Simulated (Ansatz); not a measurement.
# C4H5FSi: shape, modes and thermochemistry

The task is to find a stationary geometry of C4H5FSi, check the end point by its vibrations and derive ideal-gas thermochemistry, and look at its orbitals and charge.

Method: RKS PBE0-D4/def2-TZVP; program: Ansatz 0.2.0, Gaussian basis.

Levels to be run: relaxation at PBE-D4/def2-SVP; relaxation at PBE0-D4/def2-TZVP; harmonic vibrations at the same level; a single point in def2-TZVPP for the fields.

### Step 1. Starting geometry

SMILES `CC1=C=C[SiH]1F`, 11 atoms, charge 0, spin multiplicity 1.

Atoms are counted from 1 here; the program's logs count them from 0.

Bond lengths: C1–C2 1.609 Å, C1–H7 1.071 Å, C1–H8 1.122 Å, C1–H9 1.050 Å, C2–C3 1.299 Å, C2–Si5 2.328 Å, C3–C4 1.235 Å, C4–Si5 2.318 Å, C4–H10 1.059 Å, Si5–F6 1.617 Å, Si5–H11 1.451 Å. Angles: C2–C1–H7 109.9°, C2–C1–H8 105.9°, C2–C1–H9 111.1°, H7–C1–H8 107.8°, H7–C1–H9 113.8°, H8–C1–H9 108.0°, C1–C2–C3 136.6°, C1–C2–Si5 115.9°, C3–C2–Si5 63.7°, C2–C3–C4 166.3°, C3–C4–Si5 64.4°, C3–C4–H10 140.2°, Si5–C4–H10 110.2°, C2–Si5–C4 65.6°, C2–Si5–F6 99.4°, C2–Si5–H11 103.3°, C4–Si5–F6 109.3°, C4–Si5–H11 123.1° and more.

Geometry (Å):

```csv
atom,x (Å),y (Å),z (Å)
C1,0.8415,-0.9393,1.3994
C2,0.8409,-0.2190,-0.0399
C3,0.5433,0.9556,-0.5075
C4,0.0218,1.9318,-1.0557
Si5,-1.2349,-0.0157,-1.0734
F6,-2.1842,-0.0505,0.2347
H7,1.8273,-0.9188,1.8164
H8,0.1788,-0.3149,2.0549
H9,0.4258,-1.9021,1.3407
H10,-0.0245,2.4053,-2.0021
H11,-1.1705,-0.9892,-2.1468
```

The start is a force-field geometry with small random shifts, so a cheaper pass at PBE-D4/def2-SVP comes first.

### Step 2. Relaxation at PBE-D4/def2-SVP (cheap first pass)

Input file in.yaml:

```yaml
crystal:
  periodic: [false, false, false]
  atoms:
    - {symbol: C, position_ang: [0.841500, -0.939300, 1.399400]}
    - {symbol: C, position_ang: [0.840900, -0.219000, -0.039900]}
    - {symbol: C, position_ang: [0.543300, 0.955600, -0.507500]}
    - {symbol: C, position_ang: [0.021800, 1.931800, -1.055700]}
    - {symbol: Si, position_ang: [-1.234900, -0.015700, -1.073400]}
    - {symbol: F, position_ang: [-2.184200, -0.050500, 0.234700]}
    - {symbol: H, position_ang: [1.827300, -0.918800, 1.816400]}
    - {symbol: H, position_ang: [0.178800, -0.314900, 2.054900]}
    - {symbol: H, position_ang: [0.425800, -1.902100, 1.340700]}
    - {symbol: H, position_ang: [-0.024500, 2.405300, -2.002100]}
    - {symbol: H, position_ang: [-1.170500, -0.989200, -2.146800]}
basis:
  gaussian: {orbitals: def2-SVP}
hamiltonian: {xc: pbe, dispersion: d4}
relax: {f_tol: 0.03, max_steps: 200}
```

Launch:

```bash
ansatz run in.yaml --threads 4 --pin off --events-out ev --progress --plain --max-ram 10444MiB
```

The log of the run, cut to the lines that bear on the results:

```text
Functional definition: PBE
  name "PBE"
  cite "Perdew, Burke & Ernzerhof, Phys. Rev. Lett. 77, 3865 (1996) doi:10.1103/PhysRevLett.77.3865"
  parent pbe
[...]
1266 factors; their error is unknown
[...]
mean field -14799.16341543 eV, -543.8592242837 hartree, gradient 4.5e-5 eV, S^2 0.000000; 1 other end points of the search recorded, 0 dependent functions left out
[...]
reference -14799.16345049 eV, -543.8592255724 hartree; 26, 26 occupied and 87, 87 virtual orbitals, 1266 factors
relax step   1: F+E_penalty+E_count = -14799.41906693 eV  Δ(F+E_penalty+E_count) = +0.000e0 eV  max|allowed force component| = 5.557e0 eV/Å  Δτ_max = 0.0000 Å  (46 SCF iters, accepted)
[...]
relax step   7: F+E_penalty+E_count = -14802.12658524 eV  Δ(F+E_penalty+E_count) = -2.150e-2 eV  max|allowed force component| = 3.478e-1 eV/Å  Δτ_max = 0.0442 Å  (34 SCF iters, accepted)
[...]
relax step  13: F+E_penalty+E_count = -14802.13831279 eV  Δ(F+E_penalty+E_count) = -1.512e-3 eV  max|allowed force component| = 1.172e-1 eV/Å  Δτ_max = 0.0191 Å  (33 SCF iters, accepted)
[...]
relax step  19: F+E_penalty+E_count = -14802.14515960 eV  Δ(F+E_penalty+E_count) = -1.760e-3 eV  max|allowed force component| = 1.313e-1 eV/Å  Δτ_max = 0.0975 Å  (31 SCF iters, accepted)
[...]
relax step  27: F+E_penalty+E_count = -14802.15086509 eV  Δ(F+E_penalty+E_count) = -2.245e-4 eV  max|allowed force component| = 9.606e-3 eV/Å  Δτ_max = 0.0255 Å  (33 SCF iters, accepted)
1266 factors; their error is unknown
[...]
mean field -14801.89269985 eV, -543.9595236362 hartree, gradient 2.3e-5 eV, S^2 0.000000; 1 other end points of the search recorded, 0 dependent functions left out
[...]
reference -14801.89273455 eV, -543.9595249116 hartree; 26, 26 occupied and 87, 87 virtual orbitals, 1266 factors
Total energy: -14802.15089979 eV, -543.9690123092 hartree
Atom 0 at     0.832801    -0.932634     1.395417 Å, force     0.000292    -0.001236     0.005534 eV/Å
Atom 1 at     0.575167    -0.373078     0.036078 Å, force    -0.002241     0.002652    -0.004121 eV/Å
Atom 2 at     0.689734     0.837495    -0.518467 Å, force     0.001580    -0.001667     0.002201 eV/Å
Atom 3 at    -0.086405     1.705362    -1.231490 Å, force     0.001017    -0.001617    -0.001249 eV/Å
Atom 4 at    -1.058688     0.148950    -0.886699 Å, force    -0.005329     0.004034     0.006456 eV/Å
Atom 5 at    -2.281317     0.176485     0.197982 Å, force     0.004534    -0.001601    -0.004838 eV/Å
Atom 6 at     1.604973    -0.351264     1.939982 Å, force    -0.004721    -0.004273    -0.002204 eV/Å
Atom 7 at    -0.099309    -0.904086     2.002786 Å, force     0.007558    -0.003743    -0.004981 eV/Å
Atom 8 at     1.156104    -1.992618     1.352973 Å, force    -0.002792     0.009606     0.001674 eV/Å
Atom 9 at     0.213372     2.215511    -2.159932 Å, force    -0.000397    -0.002264     0.000701 eV/Å
Atom 10 at    -1.481132    -0.586925    -2.107929 Å, force     0.000499     0.000107     0.000826 eV/Å
Dipole moment:     0.119813    -0.183816    -0.079479 e Å
```

Run time: 19 s. Hardware: 4 threads, shared host.

The steps of the relaxation: (the energy doesn't fall at every step)

```csv
step,energy from step 1 (eV),largest force component (eV/Å)
1,0.0000,5.5570
2,-1.7354,2.4325
3,-2.2403,3.6147
4,-2.5664,1.5028
5,-2.6716,0.4379
6,-2.6860,0.4777
7,-2.7075,0.3478
8,-2.7142,0.0841
9,-2.7155,0.0381
10,-2.7166,0.0598
11,-2.7172,0.0715
12,-2.7177,0.1603
13,-2.7192,0.1172
14,-2.7223,0.0721
15,-2.7230,0.0354
16,-2.7157,0.4384
17,-2.7039,0.6884
18,-2.7243,0.0269
19,-2.7261,0.1313
20,-2.7273,0.0914
21,-2.7293,0.0676
22,-2.7267,0.2744
23,-2.7180,0.4933
24,-2.7302,0.0212
25,-2.7311,0.0722
26,-2.7316,0.0356
27,-2.7318,0.0096
```

The force was under the threshold of 0.03 eV/Å already at step 18, but the program went on to step 27.

Distances of close pairs at the start and the end, largest changes first:

```csv
bond,before (Å),after (Å),change (Å)
C4–Si5,2.318,1.867,-0.451
C2–Si5,2.328,1.948,-0.380
C3–Si5,2.104,1.915,-0.189
C3–C4,1.235,1.365,+0.130
C1–C2,1.609,1.492,-0.117
C1–H9,1.050,1.109,+0.059
C4–H10,1.059,1.101,+0.042
C1–H7,1.071,1.109,+0.039
```

### Step 3. Optimising with PBE0-D4/def2-TZVP

Input file in.yaml:

```yaml
crystal:
  periodic: [false, false, false]
  atoms:
    - {symbol: C, position_ang: [0.832801, -0.932634, 1.395417]}
    - {symbol: C, position_ang: [0.575167, -0.373078, 0.036078]}
    - {symbol: C, position_ang: [0.689734, 0.837495, -0.518467]}
    - {symbol: C, position_ang: [-0.086405, 1.705362, -1.231490]}
    - {symbol: Si, position_ang: [-1.058688, 0.148950, -0.886699]}
    - {symbol: F, position_ang: [-2.281317, 0.176485, 0.197982]}
    - {symbol: H, position_ang: [1.604973, -0.351264, 1.939982]}
    - {symbol: H, position_ang: [-0.099309, -0.904086, 2.002786]}
    - {symbol: H, position_ang: [1.156104, -1.992618, 1.352973]}
    - {symbol: H, position_ang: [0.213372, 2.215511, -2.159932]}
    - {symbol: H, position_ang: [-1.481132, -0.586925, -2.107929]}
basis:
  gaussian: {orbitals: def2-TZVP}
hamiltonian: {xc: pbe0, dispersion: d4}
relax: {f_tol: 0.005, max_steps: 150}
```

The command is unchanged.

The log of the run, cut to the lines that bear on the results:

```text
Functional definition: PBE0
  name "PBE0"
  cite "Adamo & Barone, J. Chem. Phys. 110, 6158 (1999) doi:10.1063/1.478522"
  cite "Perdew, Burke & Ernzerhof, Phys. Rev. Lett. 77, 3865 (1996) doi:10.1103/PhysRevLett.77.3865"
  parent pbe
[...]
1364 factors; their error is unknown
[...]
mean field -14813.84161753 eV, -544.3986382617 hartree, gradient 2.5e-5 eV, S^2 0.000000; 0 other end points of the search recorded, 0 dependent functions left out
[...]
reference -14813.84164997 eV, -544.3986394537 hartree; 26, 26 occupied and 196, 196 virtual orbitals, 1364 factors
relax step   1: F+E_penalty+E_count = -14814.05939707 eV  Δ(F+E_penalty+E_count) = +0.000e0 eV  max|allowed force component| = 1.075e0 eV/Å  Δτ_max = 0.0000 Å  (33 SCF iters, accepted)
[...]
Atom 1 at     0.536391    -0.367042     0.046275 Å, force    -0.000067     0.001296    -0.000190 eV/Å
Atom 2 at     0.665602     0.817476    -0.508376 Å, force     0.000360    -0.000440     0.000427 eV/Å
Atom 3 at    -0.077903     1.683233    -1.222210 Å, force     0.000631    -0.001122    -0.000186 eV/Å
Atom 4 at    -1.068895     0.162058    -0.868207 Å, force    -0.002716     0.000566     0.000503 eV/Å
Atom 5 at    -2.270619     0.215275     0.167595 Å, force     0.000892    -0.000291    -0.000824 eV/Å
Atom 6 at     1.560462    -0.318374     1.928756 Å, force    -0.000823    -0.000795    -0.000485 eV/Å
Atom 7 at    -0.084826    -0.965652     1.988191 Å, force     0.001198     0.000091    -0.001236 eV/Å
Atom 8 at     1.211198    -1.947117     1.320018 Å, force    -0.000566     0.001049     0.000023 eV/Å
Atom 9 at     0.239432     2.155223    -2.143193 Å, force     0.000057     0.000243     0.000311 eV/Å
Atom 10 at    -1.476326    -0.565737    -2.077030 Å, force     0.000137    -0.000184    -0.000035 eV/Å
Dipole moment:     0.151798    -0.198167    -0.065606 e Å
```

Wall time 34 s (4 threads, shared host); peak memory 0.71 GiB.

Along the way:

```csv
step,energy from step 1 (eV),largest force component (eV/Å)
1,0.0000,1.0749
2,-0.0755,0.6810
3,-0.0961,0.0556
4,-0.0965,0.0305
5,-0.0967,0.0100
6,-0.0967,0.0219
7,-0.0968,0.0057
8,-0.0968,0.0102
9,-0.0959,0.1787
10,-0.0969,0.0106
11,-0.0969,0.0092
12,-0.0969,0.0111
13,-0.0969,0.0063
14,-0.0969,0.0106
15,-0.0970,0.0027
```

Distances of close pairs at the start and the end, largest changes first:

```csv
bond,before (Å),after (Å),change (Å)
Si5–F6,1.635,1.587,-0.047
C3–Si5,1.915,1.889,-0.026
C2–Si5,1.948,1.922,-0.026
C2–C3,1.336,1.314,-0.022
C3–C4,1.365,1.346,-0.019
C4–H10,1.101,1.082,-0.019
Si5–H11,1.487,1.469,-0.018
C1–H8,1.113,1.095,-0.018
```

Mulliken charges at the end point, from the run's report:

```csv
atom,value (e)
C1,-0.38
C2,-0.09
C3,-0.02
C4,-0.31
Si5,0.51
F6,-0.29
H7,0.14
H8,0.14
H9,0.14
H10,0.15
H11,0.00
```

### Step 4. Harmonic vibrations

Input file in.yaml:

```yaml
crystal:
  periodic: [false, false, false]
  atoms:
    - {symbol: C, position_ang: [0.830785, -0.926144, 1.388883]}
    - {symbol: C, position_ang: [0.536391, -0.367042, 0.046275]}
    - {symbol: C, position_ang: [0.665602, 0.817476, -0.508376]}
    - {symbol: C, position_ang: [-0.077903, 1.683233, -1.222210]}
    - {symbol: Si, position_ang: [-1.068895, 0.162058, -0.868207]}
    - {symbol: F, position_ang: [-2.270619, 0.215275, 0.167595]}
    - {symbol: H, position_ang: [1.560462, -0.318374, 1.928756]}
    - {symbol: H, position_ang: [-0.084826, -0.965652, 1.988191]}
    - {symbol: H, position_ang: [1.211198, -1.947117, 1.320018]}
    - {symbol: H, position_ang: [0.239432, 2.155223, -2.143193]}
    - {symbol: H, position_ang: [-1.476326, -0.565737, -2.077030]}
basis:
  gaussian: {orbitals: def2-TZVP}
hamiltonian: {xc: pbe0, dispersion: d4}
phonons: {temperatures: {t_min: 298.15, t_max: 900, t_step: 200}}
```

Launched as before.

The log of the run, cut to the lines that bear on the results:

```text
Functional definition: PBE0
  name "PBE0"
  cite "Adamo & Barone, J. Chem. Phys. 110, 6158 (1999) doi:10.1063/1.478522"
  cite "Perdew, Burke & Ernzerhof, Phys. Rev. Lett. 77, 3865 (1996) doi:10.1103/PhysRevLett.77.3865"
  parent pbe
[...]
1364 factors; their error is unknown
[...]
mean field -14813.93704451 eV, -544.4021451387 hartree, gradient 3.8e-5 eV, S^2 0.000000; 0 other end points of the search recorded, 0 dependent functions left out
[...]
reference -14813.93707656 eV, -544.4021463164 hartree; 26, 26 occupied and 196, 196 virtual orbitals, 1364 factors
[...]
1364 factors; their error is unknown
mean field -14813.93690086 eV, -544.4021398594 hartree, gradient 1.3e-6 eV, S^2 0.000000; 0 other end points of the search recorded, 0 dependent functions left out
[...]
reference -14813.93693290 eV, -544.4021410370 hartree; 26, 26 occupied and 196, 196 virtual orbitals, 1364 factors
[...]
Atom 4 at    -1.068895     0.162058    -0.868207 Å, force    -0.002690     0.000560     0.000469 eV/Å
Atom 5 at    -2.270619     0.215275     0.167595 Å, force     0.000850    -0.000313    -0.000788 eV/Å
Atom 6 at     1.560462    -0.318374     1.928756 Å, force    -0.000826    -0.000795    -0.000497 eV/Å
Atom 7 at    -0.084826    -0.965652     1.988191 Å, force     0.001179     0.000153    -0.001284 eV/Å
Atom 8 at     1.211198    -1.947117     1.320018 Å, force    -0.000555     0.001038     0.000020 eV/Å
Atom 9 at     0.239432     2.155223    -2.143193 Å, force     0.000053     0.000253     0.000301 eV/Å
Atom 10 at    -1.476326    -0.565737    -2.077030 Å, force     0.000136    -0.000181    -0.000028 eV/Å
Dipole moment:     0.151799    -0.198168    -0.065605 e Å
Vibrations: 86.61 128.87 227.48 276.42 327.50 380.39 521.41 636.89 652.27 684.68 759.28 800.29 910.36 962.17 1022.84 1045.48 1064.98 1348.16 1401.55 1463.32 1488.48 1797.55 2305.73 3039.70 3105.72 3124.81 3215.92 cm⁻¹, zero-point energy 2.032029 eV
```

Wall time 1.8 min (4 threads, shared host); peak memory 0.66 GiB.

Motions are named by where the mode's potential energy lies. The modes, unscaled (a negative number is an imaginary wavenumber):

```csv
mode,cm⁻¹,motion
1,87,torsion
2,129,bend
3,227,bend with torsion
4,276,bend
5,328,bend
6,380,bend with Si–C stretch
7,521,out-of-plane bend with bend
8,637,bend
9,652,Si–C stretch with bend
10,685,bend
11,759,bend
12,800,bend
13,910,bend with Si–F stretch
14,962,Si–F stretch with bend
15,1023,bend
16,1045,bend
17,1065,bend with torsion
18,1348,C–C stretch with bend
19,1402,bend
20,1463,bend
21,1488,bend
22,1798,C–C stretch with bend
23,2306,Si–H stretch
24,3040,C–H stretch
25,3106,C–H stretch
26,3125,C–H stretch
27,3216,C–H stretch
```

Ideal gas, rigid rotor and harmonic oscillator at 298.15 K and 1 bar, with symmetry number 1:

```csv
term,value
zero-point energy,46.9 kcal/mol
H(298) − E,51.8 kcal/mol
"entropy, translation",166.3 J/(mol K)
"entropy, rotation",112.6 J/(mol K)
"entropy, vibration",63.4 J/(mol K)
"entropy, total",342.3 J/(mol K)
```

### Step 5. A single point for the fields

Changes to in.yaml since step 4:

```diff
@@ -15,4 +15,4 @@
 basis:
-  gaussian: {orbitals: def2-TZVP}
+  gaussian: {orbitals: def2-TZVPP}
 hamiltonian: {xc: pbe0, dispersion: d4}
-phonons: {temperatures: {t_min: 298.15, t_max: 900, t_step: 200}}
+output: {orbitals: {seedname: orbitals}}
```

Same command.

The log of the run:

```text
Functional definition: PBE0
  name "PBE0"
  cite "Adamo & Barone, J. Chem. Phys. 110, 6158 (1999) doi:10.1063/1.478522"
  cite "Perdew, Burke & Ernzerhof, Phys. Rev. Lett. 77, 3865 (1996) doi:10.1103/PhysRevLett.77.3865"
  parent pbe
  parameter a = 0.25
  parameter kappa = 0.804
  parameter beta = 0.06672455060314922
  exchange = (1 - a)*pbe_x(kappa = kappa, mu = beta*pi^2/3) + a*exact_x
  correlation = pbe_c(beta = beta)
1462 factors; their error is unknown
mean field evaluation 1: about -14804.4637 eV, gradient 6.5e1 eV
mean field evaluation 2: about -14800.1315 eV, gradient 7.6e1 eV
mean field evaluation 4: about -14813.8494 eV, gradient 6.5e0 eV
mean field evaluation 8: about -14813.9538 eV, gradient 2.1e-1 eV
mean field evaluation 16: about -14813.9824 eV, gradient 1.8e-4 eV
mean field -14813.98235223 eV, -544.4038101667 hartree, gradient 7.5e-5 eV, S^2 0.000000; 0 other end points of the search recorded, 0 dependent functions left out
reference -14813.98238497 eV, -544.4038113697 hartree; 26, 26 occupied and 241, 241 virtual orbitals, 1462 factors
Total energy: -14814.20168677 eV, -544.4118705621 hartree
```

It took 1.9 s on 4 threads, shared host; peak memory 0.71 GiB.

Orbitals, density, ELF and potential are computed afterwards from the orbital file.

Frontier orbitals at PBE0-D4/def2-TZVPP, with the share of their density that lies nearest to each atom:

```csv
orbital,energy (eV),lies on
HOMO-1,-8.45,"C2, C4 about 25 % each; Si5 17 %; C3 11 %"
HOMO,-6.08,"C2, C4 about 35 % each; C3 9 %; H10 6 %"
LUMO,-1.77,"C3 38 %; C2, C4 about 15 % each; Si5 12 %"
```

ELF in a plane through or near 4 of the atoms.

Values, 10 rows by 14 columns:
```
0.00 0.00 0.00 0.00 0.00 0.00 0.00 0.00 0.00 0.00 0.00 0.00 0.00 0.00
0.00 0.00 0.00 0.00 0.00 0.00 0.00 0.00 0.00 0.00 0.00 0.00 0.00 0.00
0.00 0.00 0.00 0.06 0.11 0.00 0.05 0.26 0.17 0.07 0.56 0.50 0.02 0.00
0.00 0.00 0.06 0.74 0.92 0.08 0.33 0.75 0.77 0.52 0.99 0.97 0.20 0.00
0.00 0.00 0.04 0.49 0.85 0.69 0.52 0.78 0.66 0.55 0.70 0.41 0.02 0.00
0.00 0.00 0.04 0.39 0.50 0.67 0.55 0.79 0.18 0.42 0.48 0.03 0.00 0.00
0.00 0.00 0.01 0.17 0.64 0.20 0.09 0.26 0.38 0.21 0.49 0.03 0.00 0.00
0.00 0.00 0.00 0.01 0.08 0.01 0.01 0.12 0.18 0.14 0.22 0.02 0.00 0.00
0.00 0.00 0.00 0.00 0.00 0.00 0.00 0.03 0.04 0.01 0.00 0.00 0.00 0.00
0.00 0.00 0.00 0.00 0.00 0.00 0.00 0.00 0.00 0.00 0.00 0.00 0.00 0.00
```
The map spans 10.6 Å across and 8.9 Å up, centred on the molecule. Atoms in the plane (x, y in Å): C1 (-1.9, 0.1), C3 (0.6, 1.0), Si5 (1.2, -0.8), H10 (2.7, 1.5).

On the surface of density 0.002 e/bohr³ the electrostatic potential runs, from the 1st to the 99th percentile, from -1.04 V near C4 to 1.16 V near H11.

### Step 6. Results

| quantity | value |
| --- | --- |
| point group | C1 |
| steps | 27 + 15 |
| shift from the start (rms) | 0.469 Å |
| total energy | -14814.1564 eV |
| dispersion term | -219 meV |
| dipole moment | 1.24 D |
| lowest, highest wavenumber | 87, 3216 cm⁻¹ |
| zero-point energy | 46.9 kcal/mol |
| entropy at 298.15 K | 342.3 J/(mol K) |
| HOMO, LUMO | -6.08, -1.77 eV |

The relaxed geometry lies 0.47 Å (rms) from the start; the bond that changed most is C4–Si5, from 2.318 to 1.850 Å. The bonds at the end are not those of the start, so the run found another structure. No mode is imaginary: a true minimum at this level. The stiffest mode, 3216 cm⁻¹, is a C–H stretch, and 2 modes under 200 cm⁻¹ make the vibrational entropy uncertain. Harmonic hybrid wavenumbers usually lie a few per cent above measured fundamentals. The largest Mulliken charge, +0.51 e, sits on Si5. The HOMO lies mostly on C2, C4 about 35 % each; C3 9 % and the LUMO on C3 38 %; C2, C4 about 15 % each.
